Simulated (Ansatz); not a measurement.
# BW2: a hydrostatic pressure series

An exercise on one series of results from a longer session: the logs are not shown, and one member is left open.

Computed with Ansatz 0.2.0 (DFT PBEsol, scalar-relativistic, plane waves, PAW, unless a step's input says otherwise).

1 further run of the same task is left out (set aside as unsound or not needed).

## The structure to begin with

Symmetry: I4/mcm, No. 140, tetragonal system. Conventional cell: a = 5.536 Å, b = 5.536 Å, c = 4.751 Å, α = 90.00°, β = 90.00°, γ = 90.00°. B (site symmetry 422) is surrounded by 8 W at 2.37 Å and 2 B at 2.38 Å. W (site symmetry m2m) is surrounded by 4 B at 2.37 Å and 3 W at 2.66 to 2.69 Å.

Coordinates:

```
CELL_PARAMETERS angstrom
-2.76812 2.76812 2.37535
2.76812 -2.76812 2.37535
2.76812 2.76812 -2.37535
ATOMIC_POSITIONS crystal
B 0.25000 0.25000 0.00000
B 0.75000 0.75000 0.00000
W 0.66993 0.16993 0.83985
W 0.16993 0.33007 0.50000
W 0.33007 0.83007 0.16015
W 0.83007 0.66993 0.50000
```

It is the result of an earlier relaxation at this level (volume 12.13 Å³/atom; gap on the mesh: none (metal)).

The first run:

Contents of input.yaml:

```yaml
crystal:
  lattice:
    - [-2.7858928918, 2.7858928918, 2.3905971229]
    - [2.7858928918, -2.7858928918, 2.3905971229]
    - [2.7858928918, 2.7858928918, -2.3905971229]
  atoms:
    - { symbol: B, position: [0.25, 0.25, 0.0] }
    - { symbol: B, position: [0.75, 0.75, 0.0] }
    - { symbol: W, position: [0.6699262554, 0.1699262554, 0.8398525108] }
    - { symbol: W, position: [0.1699262554, 0.3300737446, 0.5] }
    - { symbol: W, position: [0.3300737446, 0.8300737446, 0.1601474892] }
    - { symbol: W, position: [0.8300737446, 0.6699262554, 0.5] }
basis:
  ecutwfc: 420
kpoints:
  mp_grid: { grid: [10, 10, 10] }
hamiltonian:
  xc: pbesol
scf:
  occupations: { method: gaussian, width: 0.1 }
output:
  forces: true
  stress: true
  eigenvalues: true
relax:
  adjacent_minimum: "off"
  f_tol: 0.008
  max_steps: 50
  cell: { stress_tol: 0.08, p_target: -2.0 }
```

The run is started by

```sh
$ ansatz run input.yaml --threads 1 --pin off --max-ram 2560MiB --backend cpu --events-out ev --progress --plain --runs-dir out
```

Among the steps run: Relaxing at -2 GPa; 2 GPa; 5 GPa; 10 GPa; 20 GPa; Relaxing at 40 GPa.

One table of the session follows, with a row left open; its other results are not shown here.

Lengths are those of the vectors of the cell that was run:

| P (GPa) | V (Å³/atom) | a (Å) | b (Å) | c (Å) | ΔH (eV/atom) |
| --- | --- | --- | --- | --- | --- |
| -2 | 12.20 | 4.588 | 4.588 | 4.588 | -0.152 |
| 0 | 12.13 | 4.579 | 4.579 | 4.579 | 0.000 |
| 2 | 12.07 | 4.570 | 4.570 | 4.570 | 0.151 |
| 5 | 11.97 | 4.558 | 4.558 | 4.558 | 0.376 |
| 10 | ? | ? | ? | ? | ? |
| 20 | 11.52 | 4.501 | 4.501 | 4.501 | 1.475 |
| 40 | 11.04 | 4.436 | 4.436 | 4.436 | 2.882 |

Estimate the missing values for P (GPa) = 10.

Worked estimate for «V (Å³/atom)». A straight line through the neighbours (5, 11.97) and (20, 11.52) gives 11.97 + (11.52 − 11.97) × (10 − 5) / (20 − 5) = 11.82; a parabola fitted to 4 rows on both sides gives 11.81.

As computed: V (Å³/atom): 11.81; a (Å): 4.538; b (Å): 4.538; c (Å): 4.538; ΔH (eV/atom): 0.747. In «V (Å³/atom)» the line misses by +0.01 and the parabola by 0.00.

ΔH is E + PV over the energy at zero pressure; a, b and c are the vectors of the computed cell. 

To keep in mind: Other structures may take over in this range; these runs cannot find them.
